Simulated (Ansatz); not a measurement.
Debugging a convergence test of the plane-wave cutoff of Bi2Te3, space group R-3m (Ansatz 0.2.0, Python API).

Script `ecut.py`:
```python
'''Convergence of Bi2Te3 with the plane-wave cutoff.'''

import ansatz as az
import matplotlib.pyplot as plt

FUNCTIONAL = 'pbe'
TOLERANCE = 1e-10
FILLING = 'cold'

cell = (
    az.Lattice.of([2.193, 1.266129, 10.165667], [-2.193, 1.266129, 10.165667], [0.0, -2.532258, 10.165667])
    .atom('Bi', [0.4, 0.4, 0.4])
    .atom('Bi', [0.6, 0.6, 0.6])
    .atom('Te', [0.0, 0.0, 0.0])
    .atom('Te', [0.2095, 0.2095, 0.2095])
    .atom('Te', [0.7905, 0.7905, 0.7905])
)

job = (
    cell
    .functional(FUNCTIONAL)
    .scf(tolerance=TOLERANCE)
    .occupations(FILLING)
    .kpoints(6)
    .stress()
)

rows = []
for value in [250, 300, 350, 400, 450, 500]:
    r = job.basis(value).run().report
    rows.append((value, r['free_energy_ev'] / len(r['lattice']['sites']), r['n_iterations'], sum(r['stress_gpa'][i][i] for i in range(3)) / 3, r['n_pw']))

print(' cutoff (eV)   F/atom (eV)    iterations       P (GPa)   plane waves')
for row in rows:
    print(f'{str(row[0]):>12s}  {row[1]:12.5f}  {row[2]:12d}  {row[3]:12.3f}  {row[4]:12d}')

# the last row is the reference
for row in rows[:-1]:
    shift = 1000 * (row[1] - rows[-1][1])
    print(f'{row[0]}: {shift:+.2f} meV/atom' + ('  (within 5 meV)' if abs(shift) < 5 else ''))
plt.figure(figsize=(4.5, 3))
plt.plot([str(row[0]) for row in rows], [1000 * (row[1] - rows[-1][1]) for row in rows], 'o-')
plt.xlabel('cutoff (eV)')
plt.ylabel('F - F(last) (meV/atom)')
plt.tight_layout()
plt.savefig('ecut.png', dpi=100)
```

```console
$ python ecut.py
Traceback (most recent call last):
  File "ecut.py", line 21, in <module>
    .functional(FUNCTIONAL)
     ^^^^^^^^^^
AttributeError: 'Crystal' object has no attribute 'functional'
```

Why does it end like this?

The fault: settings are called on the crystal, without .calculation(). Mended:

```diff
--- before
+++ after
@@ -19,3 +19,3 @@
 job = (
-    cell
+    cell.calculation()
     .functional(FUNCTIONAL)
```

With that change:

Output of `python ecut.py`:
```text
DeckWarning: basis.ecutwfc = 250 eV is below the records' recommended 420 eV, and the density's cutoff is lower with it unless basis.ecutrho_ratio is high enough to keep the records' density cutoff: compare with a run at a higher cutoff
DeckWarning: basis.ecutwfc = 300 eV is below the records' recommended 420 eV, and the density's cutoff is lower with it unless basis.ecutrho_ratio is high enough to keep the records' density cutoff: compare with a run at a higher cutoff
DeckWarning: basis.ecutwfc = 350 eV is below the records' recommended 420 eV, and the density's cutoff is lower with it unless basis.ecutrho_ratio is high enough to keep the records' density cutoff: compare with a run at a higher cutoff
DeckWarning: basis.ecutwfc = 400 eV is below the records' recommended 420 eV, and the density's cutoff is lower with it unless basis.ecutrho_ratio is high enough to keep the records' density cutoff: compare with a run at a higher cutoff
 cutoff (eV)   F/atom (eV)    iterations       P (GPa)   plane waves
         250   -9145.90624            15         2.020          1539
         300   -9146.75143            15         1.887          1991
         350   -9146.81889            16         1.905          2509
         400   -9146.82134            16         1.903          3075
         450   -9146.82232            16         1.900          3677
         500   -9146.82276            16         1.899          4261
250: +916.52 meV/atom
300: +71.33 meV/atom
350: +3.87 meV/atom  (within 5 meV)
400: +1.42 meV/atom  (within 5 meV)
450: +0.44 meV/atom  (within 5 meV)
```
(Warnings from the package without file and line.)

Caveats:
- Pressure is positive in compression.
- Spin-orbit coupling, which matters for elements this heavy, is left out.
- The starting cell is as deposited in a crystallographic database; the results hold for this polymorph, which needn't be the stable one.
- Shifts are counted from the last row, which is itself no proven limit.
- Wall time of the script: 2 min on 1 thread of Arm Neoverse V1, with other jobs on the host, peak memory 0.65 GiB.
